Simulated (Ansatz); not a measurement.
# Ge, space group P6_3/mmc: a test of the smearing width

With Ansatz 0.2.0 through its Python package.

At the Python prompt:
```pycon
>>> import csv
>>> import ansatz as az
>>> ge = (
...     az.Lattice.of([3.997586, 0.0, 0.0], [-1.998793, 3.462011, 0.0], [0.0, 0.0, 6.599378])
...     .atom("Ge", [2 / 3, 1 / 3, 0.062901])
...     .atom("Ge", [1 / 3, 2 / 3, 0.562901])
...     .atom("Ge", [2 / 3, 1 / 3, 0.437099])
...     .atom("Ge", [1 / 3, 2 / 3, 0.937099])
... )
>>> model = (
...     ge.calculation()
...     .kpoints(mesh=(6, 6, 3))  # sampling of the Brillouin zone
...     .functional(az.Functional.R2SCAN, dispersion="d3bjatm")
...     .stress()  # positive in compression
... )
>>> rows = []
>>> for value in [0.25, 0.15, 0.1, 0.05, 0.025]:
...     data = model.occupations("cold", width=value).run(threads=1, pin="off").report
...     rows.append((value, data["free_energy_ev"] / len(data["lattice"]["sites"]), data["n_iterations"], sum(data["stress_gpa"][i][i] for i in range(3)) / 3, data["n_kpoints"]))
...
DeckWarning: basis.ecutwfc = 500 eV, auto-derived from the records' recommended cutoffs: set by Ge (their level for a meta-GGA)
RunWarning: on these k-points the computed levels leave a gap of 0.0858 eV at the electron count, 1.7 widths of the cold smearing (0.0500 eV); against the step filling of these same bands (every [...]
>>> with open("smear.csv", "w", newline="") as handle:
...     writer = csv.writer(handle)
...     writer.writerow(["width (eV)", "F/atom (eV)", "iterations", "P (GPa)", "k-points"])
...     writer.writerows([round(v, 5) if isinstance(v, float) else v for v in row] for row in rows)
...
52
>>> # the last row is the reference
>>> for row in rows[:-1]:
...     shift = 1000 * (row[1] - rows[-1][1])
...     print(f"{row[0]}: {shift:+.2f} meV/atom" + ("  (within 5 meV)" if abs(shift) < 5 else ""))
...
0.25: -0.18 meV/atom  (within 5 meV)
0.15: -0.05 meV/atom  (within 5 meV)
0.1: +0.01 meV/atom  (within 5 meV)
0.05: +0.03 meV/atom  (within 5 meV)
```

It writes `smear.csv`:
```csv
width (eV),F/atom (eV),iterations,P (GPa),k-points
0.25,-4303.00202,7,-0.80215,14
0.15,-4303.00188,7,-0.82123,14
0.1,-4303.00183,6,-0.83318,14
0.05,-4303.00181,6,-0.85248,14
0.025,-4303.00184,9,-0.85674,14
```

Caveats:
- Cold and Methfessel-Paxton smearing aren't meant for a gap as narrow as their width.
- The narrowest width needs the finest mesh, so the last row is no converged reference.
- Pressure is positive in compression.
- This isn't the structure that Ge takes at ambient conditions.
- Warnings are shown shortened and without file and line.
- Hardware and time: 39 s on 1 thread of Arm Neoverse V1, with other jobs on the host, peak memory 0.6 GiB.
